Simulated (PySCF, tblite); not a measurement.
**C5H9FN3+: geometry, infrared bands and NMR shifts**

Wanted: the infrared bands and NMR shifts of C5H9FN3+ (`CC[n+]1cc(F)n(C)n1`), by calculation.

Programs: tblite 0.8.0 and PySCF 2.14.0, with density-fitted response routines of our own. Each step states its level of theory. These are calculated values for one molecule in the gas phase, unless marked as measured. Atoms are numbered from 0 throughout.

## Step 1: The molecule as given

18 atoms, charge 1, multiplicity 1; geometry from: force field or distance geometry start.

Bonds of the start (Å): C0–C1 1.50, C1–N2 1.44, N2–C3 1.36, C3–C4 1.39, C4–F5 1.37, C4–N6 1.35, N6–C7 1.44, N6–N8 1.33, N8–N2 1.34, C0–H9 1.12, C0–H10 1.12, C0–H11 1.12, C1–H12 1.12, C1–H13 1.13, C3–H14 1.08, C7–H15 1.10, C7–H16 1.12, C7–H17 1.13.

## Step 2: Relaxing the molecule with GFN2-xTB

The job: settings as JSON, then the geometry in Å.

```
{"job": {"kind": "relax", "xc": "GFN2-xTB", "basis": "xTB"}, "charge": 1, "multiplicity": 1}
C      2.660600    -0.047400    -0.754400
C      1.879700    -0.662900     0.370900
N      0.513600    -0.193500     0.371600
C      0.060900     0.913400     1.010100
C     -1.294900     0.954400     0.723300
F     -2.116800     1.946000     1.197000
N     -1.637600    -0.066300    -0.085600
C     -2.937100    -0.373800    -0.617300
N     -0.519100    -0.757200    -0.278400
H      3.231000     0.820600    -0.329100
H      2.010200     0.342900    -1.576700
H      3.382000    -0.810600    -1.139400
H      1.839400    -1.776600     0.322800
H      2.318800    -0.402200     1.374500
H      0.579600     1.616500     1.637800
H     -3.169300     0.151500    -1.559600
H     -3.057400    -1.472800    -0.818600
H     -3.752300    -0.175500     0.139300
```

Started as:

```console
$ OMP_NUM_THREADS=1 python probes_run.py task.json out
```

One launch serves the whole session: the jobs run in the order shown.

**Question.** This job is followed by: GFN2-xTB harmonic vibrations, gas phase; GIAO PBE0/pcSseg-1 NMR shielding, non-relativistic, gas phase. Predict these results of the whole session: strongest single infrared mode (GFN2-xTB); zero-point energy (GFN2-xTB); ¹³C shifts against TMS (PBE0/pcSseg-1); ¹H shifts against TMS (PBE0/pcSseg-1, means over atoms taken as alike); ¹⁵N shifts against NH3 (PBE0/pcSseg-1); ¹⁹F shifts against CFCl3 (PBE0/pcSseg-1).

**Answer**, as computed:

| quantity | value |
| --- | --- |
| strongest single infrared mode (GFN2-xTB) | 1604 cm⁻¹, 214 km/mol |
| zero-point energy (GFN2-xTB) | 90.4 kcal/mol |
| ¹³C shifts against TMS (PBE0/pcSseg-1) | 164.8, 119.8, 53.1, 35.8, 21.3 ppm |
| ¹H shifts against TMS (PBE0/pcSseg-1, means over atoms taken as alike) | 7.89, 4.85, 4.63, 1.94 ppm |
| ¹⁵N shifts against NH3 (PBE0/pcSseg-1) | 373.1, 282.4, 253.1 ppm |
| ¹⁹F shifts against CFCl3 (PBE0/pcSseg-1) | -129.7 ppm |

**Reading.** Over 74 steps the energy fell by 0.673 eV; of the close pairs, C4–F5 changed most, 1.372 to 1.301 Å. All 48 modes are real, so the xTB geometry is a minimum. The strongest single mode, at 1604 cm⁻¹, moves mainly C4. Unscaled tight-binding wavenumbers are off by several per cent, some by more. Its intensities can rank the bands wrongly. At PBE0/pcSseg-1: Shielding is most anisotropic at N8 (span 463 ppm, paramagnetic term -424 ppm). NICS(1)zz of -28 ppm above the planar ring from N2 marks a diatropic (aromatic) ring current.
